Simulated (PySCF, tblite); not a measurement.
**C₂H₇PSi (triplet), a small gas-phase stand-in for a defect centre: EPR parameters**

What EPR parameters should one expect for `C[C]P[SiH3]`? It is drawn as: twofold C.

Programs: tblite 0.8.0 and PySCF 2.14.0. All values are calculated, for the isolated system unless a continuum is named. Atoms count from 0, parts from 1.

## 1. Starting point

11 atoms, charge 0, multiplicity 3; geometry: distance geometry start.

## 2. Relaxing the cluster with GFN2-xTB

The job: settings as JSON, then the geometry in Å.

```
{"job": {"kind": "relax", "xc": "GFN2-xTB", "basis": "xTB"}, "charge": 0, "multiplicity": 3}
C      0.873725    -0.434695     1.287857
C      2.134617    -0.545182     0.486093
P     -0.215469     0.914040     0.600295
Si    -2.280959     0.160797     0.152029
H      2.643995    -1.492901     0.632802
H      2.825563     0.331355     0.617076
H      1.802803    -0.481767    -0.599847
H      0.299801     1.365099    -0.696022
H     -2.989505     1.283535    -0.479445
H     -2.101836    -0.966589    -0.760740
H     -2.996637    -0.162432     1.378078
```

Level: GFN2-xTB geometry optimisation, gas phase.

Started as:

```console
> OMP_NUM_THREADS=1 python cluster_run.py task.json out
```

The driver reads the jobs from task.json and runs them one after another.

The log of the run:

```text
step      E/eV     max force
  0    -323.88847    2.764
  1    -324.07146    2.323
  2    -324.30915    2.729
  3    -324.40045    1.118
  4    -324.48887    0.681
  5    -324.57533    0.642
  6    -324.59779    0.583
  7    -324.62582    0.439
  8    -324.64351    0.559
  9    -324.66406    0.504
 10    -324.67502    0.294
 11    -324.68196    0.280
 12    -324.69040    0.407
 13    -324.70285    0.501
 14    -324.71610    0.403
 15    -324.72867    0.347
 16    -324.74267    0.431
 17    -324.76249    0.509
 18    -324.78577    0.674
 19    -324.80421    0.482
 20    -324.82185    0.402
 21    -324.83379    0.418
 22    -324.84574    0.570
 23    -324.86444    0.498
 24    -324.89880    0.671
 25    -324.91925    0.359
 26    -324.93131    0.281
 27    -324.93975    0.358
 28    -324.94665    0.635
 29    -324.96271    0.376
 30    -324.98006    0.211
 31    -324.98807    0.183
 32    -324.99216    0.172
 33    -324.99567    0.153
 34    -324.99760    0.097
 35    -324.99863    0.099
 36    -324.99999    0.116
 37    -325.00181    0.099
 38    -325.00321    0.123
 39    -325.00474    0.125
 40    -325.00649    0.108
 41    -325.00852    0.134
 42    -325.01023    0.112
 43    -325.01123    0.073
 44    -325.01180    0.055
 45    -325.01218    0.054
 46    -325.01245    0.040
 47    -325.01271    0.037
 48    -325.01308    0.057
 49    -325.01351    0.075
 50    -325.01393    0.068
 51    -325.01430    0.060
 52    -325.01472    0.059
 53    -325.01527    0.078
 54    -325.01584    0.076
 55    -325.01630    0.051
 56    -325.01673    0.053
 57    -325.01729    0.060
 58    -325.01812    0.085
 59    -325.01912    0.103
 60    -325.01993    0.064
 61    -325.02033    0.053
 62    -325.02054    0.038
 63    -325.02066    0.038
 64    -325.02088    0.041
 65    -325.02106    0.039
 66    -325.02149    0.061
 67    -325.02195    0.076
 68    -325.02245    0.074
 69    -325.02287    0.055
 70    -325.02323    0.038
 71    -325.02353    0.041
 72    -325.02374    0.037
 73    -325.02388    0.035
 74    -325.02402    0.032
 75    -325.02421    0.034
 76    -325.02441    0.041
 77    -325.02456    0.033
 78    -325.02466    0.023
 79    -325.02475    0.024
 80    -325.02485    0.028
 81    -325.02496    0.031
 82    -325.02508    0.027
 83    -325.02518    0.023
 84    -325.02528    0.024
 85    -325.02541    0.034
 86    -325.02562    0.051
 87    -325.02597    0.062
 88    -325.02646    0.056
 89    -325.02698    0.047
 90    -325.02738    0.049
 91    -325.02771    0.051
 92    -325.02811    0.056
 93    -325.02873    0.074
 94    -325.02962    0.107
 95    -325.03067    0.086
 96    -325.03172    0.064
 97    -325.03192    0.050
 98    -325.03216    0.046
 99    -325.03238    0.057
100    -325.03270    0.061
101    -325.03304    0.070
102    -325.03351    0.053
103    -325.03401    0.062
104    -325.03456    0.060
105    -325.03490    0.060
106    -325.03509    0.040
107    -325.03518    0.021
108    -325.03523    0.017
109    -325.03526    0.017
110    -325.03530    0.016
111    -325.03533    0.014
112    -325.03535    0.010
113    -325.03536    0.008
```

It took 1.1 s on 1 thread of AMD EPYC 9R45, shared host.

Relaxation path:

```tsv
step	energy from step 0 (eV)	largest force (eV/Å)
0	0.0000	2.7630
4	-0.6004	0.6807
8	-0.7550	0.5593
12	-0.8019	0.4065
16	-0.8542	0.4313
20	-0.9334	0.4018
24	-1.0103	0.6713
28	-1.0582	0.6354
32	-1.1037	0.1715
36	-1.1115	0.1160
40	-1.1180	0.1078
44	-1.1233	0.0551
48	-1.1246	0.0573
52	-1.1263	0.0588
56	-1.1283	0.0532
60	-1.1315	0.0640
64	-1.1324	0.0411
68	-1.1340	0.0738
72	-1.1353	0.0363
76	-1.1359	0.0407
80	-1.1364	0.0277
84	-1.1368	0.0237
88	-1.1380	0.0561
92	-1.1396	0.0570
96	-1.1433	0.0639
100	-1.1442	0.0612
104	-1.1461	0.0603
108	-1.1468	0.0174
112	-1.1469	0.0102
113	-1.1469	0.0079
```

Close pairs (by a distance rule), those that changed most:

```tsv
bond	before (Å)	after (Å)	change (Å)
C0–P2	1.865	1.695	-0.170
P2–H7	1.466	1.408	-0.058
C1–H6	1.137	1.094	-0.043
C0–C1	1.498	1.458	-0.041
C1–H5	1.124	1.093	-0.031
P2–Si3	2.244	2.269	+0.025
C1–H4	1.086	1.096	+0.010
Si3–H8	1.470	1.462	-0.008
```

## 3. Optimising the geometry at PBE0-D3(BJ)/def2-SVP

The job: settings as JSON, then the geometry in Å.

```
{"job": {"xc": "PBE0", "basis": "def2-SVP", "d3": "d3bj", "grid": 2, "kind": "geom", "shake": 0.01}, "charge": 0, "multiplicity": 3}
C      0.962516    -0.064024    -0.326947
C      2.140509    -0.615426     0.256207
P     -0.190837     1.182249     0.033309
Si    -2.156910     0.154140    -0.007476
H      1.921923    -1.568346     0.745100
H      2.616765     0.059912     0.981218
H      2.881917    -0.828485    -0.530733
H     -0.301322     1.803112    -1.222256
H     -3.204417     1.211069    -0.036011
H     -2.346140    -0.754755    -1.134868
H     -2.291317    -0.607946     1.252756
```

The log of the run:

```text
step   0  E = -710.53975221  max force = 0.019448
step   1  E = -710.54306635  max force = 0.003867
step   2  E = -710.54318578  max force = 0.001472
step   3  E = -710.54322601  max force = 0.000727
step   4  E = -710.54325030  max force = 0.000592
step   5  E = -710.54326498  max force = 0.000590
step   6  E = -710.54327836  max force = 0.000568
step   7  E = -710.54329328  max force = 0.000553
step   8  E = -710.54330797  max force = 0.000609
step   9  E = -710.54332239  max force = 0.000640
step  10  E = -710.54334024  max force = 0.000518
step  11  E = -710.54336999  max force = 0.000833
step  12  E = -710.54341041  max force = 0.000996
step  13  E = -710.54345973  max force = 0.001139
step  14  E = -710.54351404  max force = 0.000712
step  15  E = -710.54352669  max force = 0.000330
optimisation converged
```

Run time: 57 s. Hardware: 1 thread of AMD EPYC 9R45, shared host; peak memory 0.51 GiB.

Along the way:

```tsv
step	energy from step 0 (eV)	largest force component (eV/Å)
0	0.0000	1.0001
1	-0.0902	0.1988
2	-0.0934	0.0757
3	-0.0945	0.0374
4	-0.0952	0.0304
5	-0.0956	0.0303
6	-0.0960	0.0292
7	-0.0964	0.0284
8	-0.0968	0.0313
9	-0.0971	0.0329
10	-0.0976	0.0266
11	-0.0984	0.0428
12	-0.0995	0.0512
13	-0.1009	0.0586
14	-0.1024	0.0366
15	-0.1027	0.0170
```

Distances of close pairs at the start and the end, largest changes first:

```tsv
bond	before (Å)	after (Å)	change (Å)
P2–Si3	2.219	2.277	+0.057
C0–C1	1.425	1.466	+0.041
Si3–H9	1.460	1.493	+0.033
P2–H7	1.405	1.432	+0.027
C0–P2	1.736	1.762	+0.026
C1–H4	1.093	1.107	+0.014
Si3–H10	1.479	1.493	+0.014
Si3–H8	1.488	1.496	+0.008
```

The next job starts from the end point, and lists it.

```tsv
at the end point	value
point group (found at 0.08 Å tolerance)	C1
rotational constants (GHz, main isotopes)	8.653, 2.180, 1.851
dipole moment (D)	0.62
⟨S²⟩	2.012
```

## 4. g tensor and hyperfine couplings: B3LYP/IGLO-III+pcH-1

The job: settings as JSON, then the geometry in Å.

```
{"job": {"kind": "epr"}, "charge": 0, "multiplicity": 3}
C      0.948463     0.047515    -0.337464
C      2.104663    -0.595734     0.293907
P     -0.205403     1.299571     0.115536
Si    -2.118813     0.077504    -0.051813
H      1.821171    -1.155335     1.206549
H      2.883204     0.133883     0.589203
H      2.574774    -1.319493    -0.392850
H     -0.366639     1.965101    -1.142532
H     -3.293034     0.991121     0.106408
H     -2.221798    -0.645713    -1.354280
H     -2.110145    -0.911253     1.066947
```

Level: UKS B3LYP, IGLO-III on C P Si, pcH-1 on H, non-relativistic, mean-field spin-orbit, GIAO.

The log of the run:

```text
UKS, coarse grid
  cycle   1  E = -711.20239555  |g| = 2.49e-01
  cycle   2  E = -711.18167504  |g| = 3.05e-01
  cycle   3  E = -711.23294355  |g| = 7.04e-02
  cycle   4  E = -711.23581195  |g| = 3.19e-02
  cycle   5  E = -711.23639013  |g| = 7.97e-03
  cycle   6  E = -711.23645119  |g| = 2.20e-03
  cycle   7  E = -711.23645582  |g| = 9.18e-04
UKS, final grid
  cycle   1  E = -711.23641456  |g| = 7.98e-04
  cycle   2  E = -711.23641460  |g| = 7.93e-04
  cycle   3  E = -711.23641493  |g| = 8.84e-05
  cycle   4  E = -711.23641494  |g| = 4.57e-05
  cycle   5  E = -711.23641494  |g| = 9.00e-06
E = -711.23641494 Eh   <S^2> = 2.0114 (exact 2.0000)
g shifts (ppm)      1          2          3
  rmc          -143       -143       -143
  gc             29          4         25
  oz_so        -943        -25        510
  total       -1058       -164        391
hyperfine (MHz)  atom isotope    a_iso     a_fc   dipolar eigenvalues
    0   13C     176.17     176.30    -68.90     26.33     42.57
    1   13C      -7.34      -7.35     -2.63     -2.16      4.79
    2   31P     -36.80     -36.44    -35.60    -32.99     68.59
    3  29Si     -67.63     -67.71     -9.83      4.55      5.28
    4    1H      78.73      78.73     -4.56     -3.01      7.58
    5    1H      72.48      72.48     -4.34     -3.03      7.37
    6    1H      45.22      45.23     -4.90     -4.69      9.59
    7    1H      66.47      66.47     -3.71     -1.84      5.55
    8    1H      14.63      14.63     -1.44     -0.80      2.24
    9    1H      -0.40      -0.40     -2.18     -1.30      3.49
   10    1H      -2.49      -2.49     -2.00     -1.22      3.22
zero-field splitting (cm-1)  D = 0.5560  E = 0.0280  (spin-spin 0.5350, spin-orbit 0.0265)
```

It took 20 s on 1 thread of AMD EPYC 9R45, shared host; peak memory 0.77 GiB.

Principal g values 2.00126, 2.00215, 2.00271; g(iso) = 2.00204, against 2.00232 for a free electron.

Hyperfine couplings, nucleus by nucleus at this fixed geometry (no averaging over rotations):

```tsv
nuclei	isotope	a(iso) (MHz)	a(iso) (G, at g = 2.0023)	largest dipolar term (MHz)
C0	13C	176.2	62.9	-68.9
H4	1H	78.7	28.1	7.6
H5	1H	72.5	25.9	7.4
Si3	29Si	-67.6	-24.1	-9.8
H7	1H	66.5	23.7	5.5
H6	1H	45.2	16.1	9.6
P2	31P	-36.8	-13.1	68.6
H8	1H	14.6	5.2	2.2
C1	13C	-7.3	-2.6	4.8
H10	1H	-2.5	-0.9	3.2
H9	1H	-0.4	-0.1	3.5
```

Zero-field splitting: D = 0.556 cm⁻¹ (spin-spin 0.535, spin-orbit 0.026), E = 0.028 cm⁻¹.

Mulliken spin populations:

```tsv
atom	value (e)
C0	1.70
C1	-0.13
P2	0.11
Si3	0.07
H4	0.07
H5	0.07
H6	0.03
H7	0.06
H8	0.02
H9	0.00
H10	0.00
```

## 5. EPR parameters: BHandHLYP/IGLO-III+pcH-1

Same as in step 4 but for these lines:

```diff
@@ -1,2 +1,2 @@
-{"job": {"kind": "epr"}, "charge": 0, "multiplicity": 3}
+{"job": {"kind": "epr", "xc": "BHandHLYP"}, "charge": 0, "multiplicity": 3}
 C      0.948463     0.047515    -0.337464
```

Method: UKS BHandHLYP, IGLO-III on C P Si, pcH-1 on H, non-relativistic, mean-field spin-orbit, GIAO.

The log of the run:

```text
UKS, coarse grid
  cycle   1  E = -711.09640892  |g| = 1.95e-01
  cycle   2  E = -711.12238902  |g| = 1.14e-01
  cycle   3  E = -711.12948935  |g| = 5.06e-02
  cycle   4  E = -711.13181972  |g| = 1.72e-02
  cycle   5  E = -711.13219211  |g| = 6.43e-03
  cycle   6  E = -711.13225700  |g| = 2.78e-03
  cycle   7  E = -711.13226977  |g| = 8.77e-04
  cycle   8  E = -711.13227162  |g| = 3.63e-04
UKS, final grid
  cycle   1  E = -711.13224530  |g| = 2.23e-04
  cycle   2  E = -711.13224538  |g| = 1.62e-04
  cycle   3  E = -711.13224541  |g| = 7.63e-05
  cycle   4  E = -711.13224543  |g| = 3.14e-05
  cycle   5  E = -711.13224543  |g| = 6.23e-06
E = -711.13224543 Eh   <S^2> = 2.0180 (exact 2.0000)
g shifts (ppm)      1          2          3
  rmc          -143       -143       -143
  gc             28          2         24
  oz_so        -875        -24        469
  total        -990       -164        351
hyperfine (MHz)  atom isotope    a_iso     a_fc   dipolar eigenvalues
    0   13C     204.98     205.12    -70.75     27.47     43.29
    1   13C     -13.12     -13.13     -2.71     -2.20      4.91
    2   31P     -61.31     -61.08    -36.32    -31.73     68.05
    3  29Si     -63.70     -63.78     -9.41      4.28      5.13
    4    1H      78.55      78.55     -4.42     -3.21      7.63
    5    1H      73.39      73.39     -4.21     -3.20      7.41
    6    1H      45.44      45.44     -5.11     -4.73      9.84
    7    1H      64.53      64.53     -3.71     -2.07      5.77
    8    1H      13.22      13.22     -1.36     -0.78      2.15
    9    1H      -0.79      -0.79     -2.17     -1.39      3.56
   10    1H      -2.58      -2.58     -1.99     -1.27      3.26
zero-field splitting (cm-1)  D = 0.5931  E = 0.0324  (spin-spin 0.5825, spin-orbit 0.0151)
```

It took 22 s on 1 thread of AMD EPYC 9R45, shared host; peak memory 0.77 GiB.

In short: g(iso) 2.00205.

## 6. Run by run: EPR parameters

g, ⟨S²⟩ and isotropic hyperfine couplings (MHz), with basis size and wall time:

```tsv
run	g(iso)	⟨S²⟩	13C C0	1H H4	1H H5	29Si Si3	1H H7	functions	time
B3LYP/IGLO-III+pcH-1	2.00204	2.011	176.2	78.7	72.5	-67.6	66.5	228	20 s
BHandHLYP/IGLO-III+pcH-1	2.00205	2.018	205.0	78.6	73.4	-63.7	64.5	228	22 s
```

## 7. Results

| quantity | value |
| --- | --- |
| point group | C1 |
| rotational constants (main isotopes) | 8.65, 2.18, 1.85 GHz |
| D, E (B3LYP) | 0.556, 0.028 cm⁻¹ |
| g(iso) (B3LYP) | 2.00204 |
| ⟨S²⟩ | 2.011 (exact 2.00) |
| largest a(iso) | 13C on C0, 176.2 MHz |

What this shows: The start of the PBE0/def2-SVP relaxation was shaken at random by about 0.01 Å, so part of the energy gained, and of the first lengths quoted, undoes that. Relaxing lowered the energy by 0.103 eV in 15 steps; the close pair that moved most is P2–Si3, from 2.219 to 2.277 Å (PBE0/def2-SVP). Most of the unpaired spin sits on C0 (1.70 e). The isotropic g lies 0.3 ppt below the free-electron value. The coupling of 13C on C0 runs from 176.2 (B3LYP/IGLO-III+pcH-1) to 205.0 MHz (BHandHLYP/IGLO-III+pcH-1). The triplet was assumed; the singlet may lie lower. A capped cluster stands for the solid here, so long-range fields and strain are missing, and bands or shifts of the capping hydrogens have no counterpart in it.
